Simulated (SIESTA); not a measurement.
Mn, a sheet with vacuum:

```xyz
1
Lattice="2.6143 0.0000 0.0000 0.0000 2.6143 0.0000 0.0000 0.0000 23.8000" Properties=species:S:1:pos:R:3 pbc="T T T"
Mn    0.0000    0.0000    7.0001
```

The cell was built by a generator and needn't be a form met in nature.

Base run:

- Program: SIESTA 5.4.2
- Functional: PBE
- Potentials or basis: PseudoDojo 0.4 standard (PBE files)
- Basis: DZP (energy shift 0.003 Ry; two zetas on semicore shells)
- Grid cutoff: 800 Ry
- Energy shift: 0.003 Ry
- k mesh: 10 × 10 × 1
- Occupations: fermi-dirac, width 0.05 eV
- Spin: collinear spin, ferromagnetic start
- Starting moments: [4.0] μB
- Hubbard terms: Mn d U = 8 eV

Its results: band gap on the k mesh none (metal or under the smearing width); net moment 4.85 μB per cell; site moments Mn +4.85 μB.

The run is repeated on the same cell with these changes: hubbard terms from Mn d U = 8 eV to Mn d U = 4 eV. What comes out?

Band gap on the k mesh none (metal or under the smearing width); net moment 4.71 μB per cell; site moments Mn +4.71 μB.

Caveats: the basis of atomic orbitals isn't converged, which shifts pressures, moduli and gaps; the U is typed as a test and isn't derived for this compound.
